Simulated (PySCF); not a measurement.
# C2H6OSi (SMILES CO[Si]C): levels of theory compared

Aim: a comparison of 6 runs (B3LYP/6-31G*, B2PLYP/cc-pVDZ, M06-L/cc-pVDZ, PBE/cc-pVDZ, revPBE/cc-pVDZ, CCSD(T)/cc-pVDZ) of C2H6OSi. Input form: a Python script.

Program for the calculation: PySCF 2.14.0.

3 further runs of the same task are left out: 3 set aside as unsound or not needed.

## 1. The structure to begin with

C2H6OSi has 10 atoms, charge 0, and is taken as a singlet. SMILES: `CO[Si]C`. The Si3–C4 distance was set to 2.480 Å, away from the relaxed value.

Bond lengths: C1–O2 1.407 Å, O2–Si3 1.646 Å, C1–H5 1.093 Å, C1–H6 1.093 Å, C1–H7 1.093 Å, C4–H8 1.097 Å, C4–H9 1.097 Å, C4–H10 1.093 Å. Angles: C1–O2–Si3 133.8°, O2–C1–H5 109.2°, O2–C1–H6 112.4°, O2–C1–H7 109.1°, H5–C1–H6 108.9°, H5–C1–H7 108.3°, H6–C1–H7 108.9°, H8–C4–H9 107.4°, H8–C4–H10 107.8°, H9–C4–H10 107.8°. A long bond or contact: Si3–C4 2.480 Å.

## 2. The energy at B3LYP/6-31G(d) (spherical functions) (run 1)

Input file run.py:

```python
from pyscf import gto, dft

mol = gto.M(
    atom='''
C     -0.037818     1.634855    -0.909362
O      1.308882     1.438855    -0.550362
Si     2.111082     0.247755     0.253538
C      0.308400    -1.365000     0.803300
H     -0.111218     1.716955    -1.996662
H     -0.681218     0.817855    -0.572162
H     -0.393618     2.569755    -0.469262
H     -0.184400    -1.751200    -0.097200
H     -0.467600    -0.912400     1.432500
H      0.726300    -2.215800     1.347400
''',
    max_memory=1860,
    verbose=3,
    basis='6-31g*',
    spin=0,
    charge=0,
)

mf = dft.RKS(mol, xc='b3lyp')
mf.conv_tol = 1e-10
mf.grids.level = 5
mf.kernel()
if not mf.converged:
    mf = mf.newton().run(mf.mo_coeff, mf.mo_occ)

e_tot = mf.e_tot
print('E = %.10f Eh' % e_tot)
```

On the command line:

```bash
$ OMP_NUM_THREADS=1 python run.py
```

Standard output:

```text
converged SCF energy = -444.490780935204
E = -444.4907809352 Eh
```

It took 18 s on 1 thread of Arm Neoverse V1, shared host; peak memory 0.37 GiB.

## 3. A single-point energy at B2PLYP/cc-pVDZ (run 2)

Input file input.py:

```python
from pyscf import gto, dft, mp

system = gto.M(
    atom=[
    ('C', (-0.037818, 1.634855, -0.909362)),
    ('O', (1.308882, 1.438855, -0.550362)),
    ('Si', (2.111082, 0.247755, 0.253538)),
    ('C', (0.308400, -1.365000, 0.803300)),
    ('H', (-0.111218, 1.716955, -1.996662)),
    ('H', (-0.681218, 0.817855, -0.572162)),
    ('H', (-0.393618, 2.569755, -0.469262)),
    ('H', (-0.184400, -1.751200, -0.097200)),
    ('H', (-0.467600, -0.912400, 1.432500)),
    ('H', (0.726300, -2.215800, 1.347400)),
],
    basis='cc-pvdz',
    verbose=3,
    charge=0,
    spin=0,
    max_memory=1860,
)

myscf = dft.RKS(system, xc='0.53*HF + 0.47*B88, 0.73*LYP')
myscf.grids.level = 5
myscf.conv_tol = 1e-10
myscf.kernel()
if not myscf.converged:
    myscf = myscf.newton().run(myscf.mo_coeff, myscf.mo_occ)

pt = mp.MP2(myscf, frozen=8).run()
e_final = myscf.e_tot + 0.27 * pt.e_corr
print('PT2 part  %.8f' % (0.27 * pt.e_corr))
print('E(%s) = %.9f' % ('B2PLYP', e_final))
```

On the command line:

```bash
$ OMP_NUM_THREADS=1 python input.py
```

Standard output:

```text
converged SCF energy = -444.013375141392
E(RMP2) = -444.708905849668  E_corr = -0.695530708276632
E(SCS-RMP2) = -444.708050031524  E_corr = -0.694674890132299
PT2 part  -0.18779329
E(B2PLYP) = -444.201168433
```

Run time: 24 s. Hardware: 1 thread of Arm Neoverse V1, shared host; peak memory 0.46 GiB.

Runs 3 to 5 aren't shown in full; the table further down has their settings and results.

## 4. The energy at CCSD(T)/cc-pVDZ (run 6)

Input file input.xyz:

```xyz
10

C     -0.037818     1.634855    -0.909362
O      1.308882     1.438855    -0.550362
Si     2.111082     0.247755     0.253538
C      0.308400    -1.365000     0.803300
H     -0.111218     1.716955    -1.996662
H     -0.681218     0.817855    -0.572162
H     -0.393618     2.569755    -0.469262
H     -0.184400    -1.751200    -0.097200
H     -0.467600    -0.912400     1.432500
H      0.726300    -2.215800     1.347400
```

Input file calc.py:

```python
from pyscf import gto, cc

molecule = gto.Mole()
molecule.atom = 'input.xyz'
molecule.max_memory = 1860
molecule.basis = 'cc-pvdz'
molecule.verbose = 3
molecule.build()

mf = molecule.RHF()
mf.conv_tol = 1e-10
mf.kernel()
if not mf.converged:
    mf = mf.newton().run(mf.mo_coeff, mf.mo_occ)

mycc = cc.CCSD(mf, frozen=8)
mycc.kernel()
e_t = mycc.ccsd_t()
etot = mycc.e_tot + e_t
print('Final energy', etot)
```

On the command line:

```bash
$ OMP_NUM_THREADS=1 python calc.py
```

Standard output:

```text
converged SCF energy = -442.973081802042
E(CCSD) = -443.5854602888647  E_corr = -0.6123784868232252
CCSD(T) correction = -0.0187055375125373
Final energy -443.60416582637725
```

It took 35 s on 1 thread of Arm Neoverse V1, shared host; peak memory 0.48 GiB.

## 5. All runs side by side

```csv
run,level,frozen core orbitals,integration grid,energy (Eh),dipole moment (D) of the reference,HOMO energy (eV),LUMO energy (eV),wall time
1,B3LYP/6-31G* (spherical functions),–,5,-444.490781,1.63,-5.61,-1.97,18 s
2,B2PLYP/cc-pVDZ,8,5,-444.201168,1.44,-6.73,-0.64,24 s
3,M06-L/cc-pVDZ,–,5,-444.461275,1.62,-5.13,-2.51,50 s
4,PBE/cc-pVDZ,–,5,-444.146354,1.67,-4.92,-2.67,25 s
5,revPBE/cc-pVDZ,–,5,-444.383927,1.68,-4.89,-2.63,25 s
6,CCSD(T)/cc-pVDZ,8,–,-443.604166,1.42,-8.18,1.33,35 s
```

## 6. Summary of results

| quantity | value |
| --- | --- |
| run 6: total energy | -443.60417 Eh |
| run 6: dipole moment (Hartree–Fock density) | 1.42 D |
| run 6: HOMO energy (Hartree–Fock orbitals) | -8.18 eV |
| run 6: LUMO energy (Hartree–Fock orbitals) | 1.33 eV |
| run 6: HOMO–LUMO gap (Hartree–Fock orbitals) | 9.50 eV |
| run 6: correlation energy (8 core orbitals frozen) | -631.1 mEh |
| run 6: (T) correction | -18.71 mEh |
| run 6: T1 diagnostic | 0.016 |

What this shows: Over runs 1, 2, 3, 4, 5 the dipole moment (its size) runs from 1.44 D (B2PLYP/cc-pVDZ) to 1.68 D (revPBE/cc-pVDZ). A double hybrid's value is that of its SCF part. Over runs 1, 2, 3, 4, 5 the HOMO–LUMO gap runs from 2.24 eV (PBE/cc-pVDZ) to 6.09 eV (B2PLYP/cc-pVDZ). Totals of different functionals can't be ranked against each other. All runs together took 3 min, the longest 50 s.
